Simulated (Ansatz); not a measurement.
# CHAlClNO (SMILES O=C=[N][AlH][Cl]) at HF/def2-TZVPD (accuracy low)

What is the vertical ionisation energy of CHAlClNO at HF/def2-TZVPD (accuracy low)? 

Program for the calculation: Ansatz 0.2.0.

3 further runs of the same task are left out: 3 set aside as unsound or not needed.

## Step 1: Starting point

The species is CHAlClNO (6 atoms), meant as a singlet with charge 0. SMILES: `O=C=[N][AlH][Cl]`. Geometry: relaxed at PBE0-D4/def2-TZVP. This is one conformer, not always the lowest.

Bond lengths: O1–C2 1.164 Å, C2–N3 1.197 Å, N3–Al4 1.756 Å, Al4–Cl5 2.083 Å, Al4–H6 1.562 Å. Angles: O1–C2–N3 179.3°, C2–N3–Al4 173.9°, N3–Al4–Cl5 117.9°, N3–Al4–H6 120.9°, Cl5–Al4–H6 121.2°.

## Step 2: A single-point energy at HF/def2-TZVPD (accuracy low)

job.yaml reads:

```yaml
crystal:
  periodic: [false, false, false]
  atoms:
    - {symbol: O, position_ang: [-0.593600, -1.778800, -2.271400]}
    - {symbol: C, position_ang: [-0.424200, -1.086600, -1.351600]}
    - {symbol: "N", position_ang: [-0.264000, -0.376900, -0.401600]}
    - {symbol: Al, position_ang: [0.146900, 0.686500, 0.934400]}
    - {symbol: Cl, position_ang: [2.090200, 1.431800, 1.025300]}
    - {symbol: H, position_ang: [-0.913300, 1.060100, 2.018700]}
basis:
  gaussian:
    orbitals: def2-TZVPD.json
hamiltonian:
  xc: hf
accuracy: low
scf:
  omitted_lower_state_checks: [atomic_configurations, starts]
output: {orbitals: {seedname: orbitals}}
```

The basis set def2-TZVPD is read from a file made from the Basis Set Exchange's data (not shown).

Started as:

```sh
$ ansatz run job.yaml --threads 1 --pin off --max-ram 2610MiB --events-out events.jsonl --progress --plain --runs-dir runs
```

The log of the run:

```text
Warning: RAYON_NUM_THREADS=1 ignored (pool sized by the plan → 1); use --threads N
Functional definition: HF
  name "HF"
  exchange = exact_x
  correlation = 0
these checks for a lower state are left out or cut short: starts
1394 factors; their error is unknown
mean field evaluation 1: about -23654.6389 eV, gradient 3.9e1 eV
mean field evaluation 2: about -23656.8660 eV, gradient 2.3e1 eV
mean field evaluation 4: about -23657.7366 eV, gradient 1.3e0 eV
mean field evaluation 8: about -23657.7408 eV, gradient 1.4e-1 eV
mean field -23658.00501664 eV, -869.4156483899 hartree, gradient 1.7e-5 eV, S^2 0.000000; 0 other end points of the search recorded, 0 dependent functions left out
reference -23658.00501664 eV, -869.4156483899 hartree; 26, 26 occupied and 186, 186 virtual orbitals, 1394 factors
Total energy: -23658.00501664 eV, -869.4156483899 hartree
Checks for a lower state left out: starts
```

It took 5.4 s on 1 thread of Intel Xeon Platinum 8259CL at 2.50GHz (Skylake/Cascade Lake), shared host; peak memory 0.49 GiB.

## Step 3: The doublet cation, same level

Edit job.yaml of step 2 so:

```diff
@@ -12,2 +12,6 @@
     orbitals: def2-TZVPD.json
+total_charge: 1
+magnetization:
+  spin_polarized: true
+  initial_magnetization: 1
 hamiltonian:
```

The basis set def2-TZVPD is read from a file made from the Basis Set Exchange's data (not shown).

Started as:

```sh
$ ansatz run job.yaml --threads 1 --pin off --max-ram 2610MiB --events-out events.jsonl --progress --plain --runs-dir runs
```

The log of the run:

```text
Warning: RAYON_NUM_THREADS=1 ignored (pool sized by the plan → 1); use --threads N
Functional definition: HF
  name "HF"
  exchange = exact_x
  correlation = 0
these checks for a lower state are left out or cut short: starts
1394 factors; their error is unknown
mean field evaluation 1: about -23639.3993 eV, gradient 3.9e1 eV
mean field evaluation 2: about -23642.9918 eV, gradient 2.9e1 eV
mean field evaluation 4: about -23646.0585 eV, gradient 2.6e0 eV
mean field evaluation 8: about -23646.1521 eV, gradient 1.1e0 eV
mean field evaluation 16: about -23647.6245 eV, gradient 8.9e-2 eV
mean field -23647.88689647 eV, -869.0438143319 hartree, gradient 5.7e-6 eV, S^2 0.914640; 0 other end points of the search recorded, 0 dependent functions left out
reference -23647.88689647 eV, -869.0438143319 hartree; 26, 25 occupied and 186, 187 virtual orbitals, 1394 factors
Total energy: -23647.88689647 eV, -869.0438143319 hartree
Checks for a lower state left out: starts
```

It took 26 s on 1 thread of Intel Xeon Platinum 8259CL at 2.50GHz (Skylake/Cascade Lake), shared host; peak memory 0.85 GiB.

## Step 4: Outcome

At HF/def2-TZVPD (accuracy low):

| quantity | value |
| --- | --- |
| singlet CHAlClNO: total energy | -869.41565 Eh |
| singlet CHAlClNO: HOMO energy | -12.28 eV |
| singlet CHAlClNO: LUMO energy | 1.02 eV |
| singlet CHAlClNO: HOMO–LUMO gap | 13.30 eV |
| doublet cation: total energy | -869.04381 Eh |
| doublet cation: HOMO energy (highest over α and β) | -16.91 eV |
| doublet cation: LUMO energy (lowest over α and β) | -8.08 eV |
| doublet cation: ⟨S²⟩ | 0.915 |
| vertical ionisation energy (to the doublet cation) | 10.118 eV |

**Reading.** The vertical ionisation energy comes to 10.12 eV (976 kJ/mol). −ε(HOMO) before ionisation, 12.28 eV, is 2.16 eV above this ionisation energy. The accuracy setting (singlet CHAlClNO) is loose, so the last digits carry no meaning. ⟨S²⟩ (doublet cation) is 0.91 where a pure doublet has 0.75: the reference is spin-contaminated. The accuracy setting (doublet cation) is loose, so the last digits carry no meaning.
